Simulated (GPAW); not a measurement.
Ti3Si:

```
Ti Si
1.0
     0.00000    3.14436    3.14436
     3.14436    0.00000    3.14436
     3.14436    3.14436    0.00000
Ti Si
3 1
Direct
  0.00000 0.00000 0.00000
  0.25000 0.25000 0.25000
  0.75000 0.75000 0.75000
  0.50000 0.50000 0.50000
```

The cell comes from a database or a generator and needn't be the stable form of this composition.

Base run:

| Property | Result |
| --- | --- |
| Program | GPAW 26.7.0 |
| Functional | LDA |
| Potentials or basis | the program's PAW data sets (release 1.2.1) made for this functional |
| Cutoff | 600 eV |
| Basis | pw |
| k mesh | 7 × 7 × 7 |
| Occupations | fermi-dirac, width 0.05 eV |
| Spin | no spin polarisation |

Its results: pressure -9.2 GPa.

Q: The run is repeated on the same cell with these changes: functional from LDA to PBEsol; potentials or basis from the program's PAW data sets (release 1.2.1) made for this functional to PAW data sets generated in the run's folder for this functional. What comes out?

A: Pressure -5.1 GPa.
